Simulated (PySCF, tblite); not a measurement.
**C₄H₇N₂Si₂ radical: geometry, infrared bands and EPR parameters**

Aim: predict the infrared bands and EPR parameters of C₄H₇N₂Si₂ radical (`N#CCC[SiH2][SiH]C#N`).

The runs use tblite 0.8.0 and PySCF 2.14.0, with density-fitted response routines of our own; the level of theory stands in each step. All values are computed, except where a source is named. Atoms are numbered from 0 throughout.

## 1. Starting geometry

15 atoms, charge 0, multiplicity 2; geometry from: force field or distance geometry start.

Bonds of the start (Å): N0–C1 1.15, C1–C2 1.46, C2–C3 1.50, C3–Si4 1.84, Si4–Si5 2.20, Si5–C6 1.80, C6–N7 1.17, C2–H8 1.10, C2–H9 1.13, C3–H10 1.10, C3–H11 1.12, Si4–H12 1.46, Si4–H13 1.49, Si5–H14 1.45.

## 2. Optimising the geometry with GFN2-xTB

What the job is given:

```
{"job": {"kind": "relax", "xc": "GFN2-xTB", "basis": "xTB"}, "charge": 0, "multiplicity": 2}
N     -2.955700     1.042000     1.450200
C     -2.275400     0.186400     1.088200
C     -1.378900    -0.879900     0.661000
C     -0.792600    -0.617400    -0.692100
Si     0.229600     0.914100    -0.789400
Si     2.368200     0.414700    -0.769600
C      3.049100     0.611300     0.884700
N      3.500600     0.720700     1.955800
H     -0.599300    -1.152400     1.380700
H     -2.038100    -1.791500     0.536600
H     -1.581500    -0.573600    -1.464000
H     -0.105000    -1.479400    -0.907400
H     -0.110800     1.933200     0.199800
H     -0.052000     1.501800    -2.127300
H      2.737400    -0.821800    -1.429100
```

On the command line:

```bash
$ OMP_NUM_THREADS=1 python probes_run.py task.json out
```

The driver reads the jobs from task.json and runs them one after another.

**Question.** This job is followed by: GFN2-xTB harmonic vibrations, gas phase; UKS B3LYP, pcH-1 on C H N Si, non-relativistic, mean-field spin-orbit, GIAO. Predict these results of the whole session: strongest single infrared mode (GFN2-xTB); zero-point energy (GFN2-xTB); g(iso) (B3LYP); ⟨S²⟩; largest a(iso) (averaged by class); potential on the surface of density 0.002 e/bohr³, 1st and 99th percentile.

**Answer**, as computed:

```
                                                                  quantity                    value
                                 strongest single infrared mode (GFN2-xTB)    2268 cm⁻¹, 294 km/mol
                                              zero-point energy (GFN2-xTB)            60.2 kcal/mol
                                                            g(iso) (B3LYP)                  2.00377
                                                                      ⟨S²⟩       0.756 (exact 0.75)
                                        largest a(iso) (averaged by class)  29Si on Si5, -248.7 MHz
potential on the surface of density 0.002 e/bohr³, 1st and 99th percentile       -1.69 V and 1.79 V
```

**Reading.** Relaxing lowered the energy by 0.595 eV in 224 steps; the close pair that moved most is Si4–Si5, from 2.196 to 2.286 Å. All 39 modes are real, so the xTB geometry is a minimum. The strongest single mode, at 2268 cm⁻¹, moves mainly H14. Unscaled tight-binding wavenumbers are off by several per cent, some by more. Its intensities can rank the bands wrongly. Si5 carries the largest spin population, 0.95 e. The isotropic g lies 1.5 ppt above the free-electron value. These values are for one conformer; the search (at its own cheap level) found 2 more, at 1.10, 1.30 kcal/mol, and measured spectra average over such forms.
